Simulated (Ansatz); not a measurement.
**C3H6BN: one species, many methods**

One table from this session's results is given with a row withheld; the runs are named, their logs left out.

Computed with Ansatz 0.2.0, Gaussian basis. Level: functionals in def2-TZVPP, the program's frozen cores in correlated methods.

Plan: LDA (SPW92), PBE-D4, revPBE-D4, BLYP-D4, r2SCAN-D4, B97M-V, PBE0-D4, B3LYP-D4, r2SCANh-D4, r2SCAN0-D4, HSE06-D4, BHLYP-D4, CAM-B3LYP-D4, LC-ωPBE, ωB97X-V, ωB97M-V, B2PLYP, PBE-QIDH; CCSD(T)/def2-SVP; CCSD(T)/def2-TZVPP; MP2/def2-QZVPP; extrapolation to the limit; RPA on PBE.

### Structure used throughout

The geometry comes from an earlier relaxation with PBE0-D4 in a triple-zeta def2 set; it is a stationary point, not always the lowest conformer.

SMILES `C=C1CBN1`, 11 atoms, charge 0, spin multiplicity 1.

Atoms are counted from 1 here; the program's logs count them from 0.

Bond lengths: C1–C2 1.325 Å, C1–H6 1.082 Å, C1–H7 1.084 Å, C2–C3 1.522 Å, C2–N5 1.406 Å, C3–B4 1.598 Å, C3–H8 1.092 Å, C3–H9 1.092 Å, B4–N5 1.409 Å, B4–H10 1.191 Å, N5–H11 1.007 Å. Angles: C2–C1–H6 120.0°, C2–C1–H7 121.8°, H6–C1–H7 118.2°, C1–C2–C3 135.6°, C1–C2–N5 131.1°, C3–C2–N5 93.3°, C2–C3–B4 82.6°, C2–C3–H8 114.1°, C2–C3–H9 114.1°, B4–C3–H8 117.6°, B4–C3–H9 117.6°, H8–C3–H9 108.8°, C3–B4–N5 90.0°, C3–B4–H10 139.8°, N5–B4–H10 130.2°, C2–N5–B4 94.0°, C2–N5–H11 126.9°, B4–N5–H11 139.0°.

Set-up of the first run:

in.yaml reads:

```yaml
crystal:
  periodic: [false, false, false]
  atoms:
    - {symbol: C, position_ang: [-1.362168, 1.133127, 0.170901]}
    - {symbol: C, position_ang: [-0.345935, 0.299956, 0.000537]}
    - {symbol: C, position_ang: [0.452135, -0.638674, 0.893873]}
    - {symbol: B, position_ang: [1.232314, -0.937322, -0.468030]}
    - {symbol: N, position_ang: [0.398131, -0.026902, -1.146945]}
    - {symbol: H, position_ang: [-1.808884, 1.249353, 1.148955]}
    - {symbol: H, position_ang: [-1.769164, 1.712843, -0.649299]}
    - {symbol: H, position_ang: [-0.135993, -1.449630, 1.328021]}
    - {symbol: H, position_ang: [1.001937, -0.135803, 1.691910]}
    - {symbol: H, position_ang: [2.132081, -1.604405, -0.873227]}
    - {symbol: H, position_ang: [0.270844, 0.340557, -2.076094]}
basis:
  gaussian: {orbitals: def2-TZVPP}
hamiltonian: {xc: lda}
output: {orbitals: {seedname: orbitals}}
```

On the command line:

```bash
ansatz run in.yaml --threads 2 --pin off --events-out ev --progress --plain --max-ram 4352MiB
```

Steps of the session up to this table: LDA; PBE-D4 (GGA); revPBE-D4 (GGA); BLYP-D4 (GGA); r2SCAN-D4 (meta-GGA); B97M-V (meta-GGA); B3LYP-D4 (hybrid); r2SCANh-D4 (hybrid); r2SCAN0-D4 (hybrid); HSE06-D4 (hybrid); BHLYP-D4 (hybrid); CAM-B3LYP-D4 (range-separated); LC-ωPBE (range-separated); ωB97X-V (range-separated); ωB97M-V (range-separated); B2PLYP (double hybrid); PBE-QIDH (double hybrid).

One of the session's tables, all rows but one given; the rest of the session is left out.

It belongs to the step «Orbital energies across the functionals». 

```
  functional  HOMO (eV)  gap (eV)
 LDA (SPW92)      -5.78      4.42
      PBE-D4      -5.57      4.46
   revPBE-D4      -5.50      4.48
     BLYP-D4      -5.40      4.42
   r2SCAN-D4      -5.70      4.93
      B97M-V      -5.71      4.91
     PBE0-D4      -6.61      6.46
    B3LYP-D4          ?         ?
  r2SCANh-D4      -6.11      5.67
  r2SCAN0-D4      -6.71      6.77
    HSE06-D4      -6.21      5.68
    BHLYP-D4      -7.50      8.33
CAM-B3LYP-D4      -7.89      8.78
     LC-ωPBE      -9.26     11.30
     ωB97X-V      -8.87     10.81
     ωB97M-V      -8.80     10.48
```

Estimate the missing values for B3LYP-D4.

Worked estimate for «HOMO (eV)». Against the share of exact exchange, BLYP-D4 (0, -5.40), BHLYP-D4 (0.5, -7.50) give a slope of -4.20 per unit share; at 0.2 the line stands at -6.24.

**Answer.** HOMO (eV): -6.39; gap (eV): 6.01. In «HOMO (eV)» the line misses by +0.15.
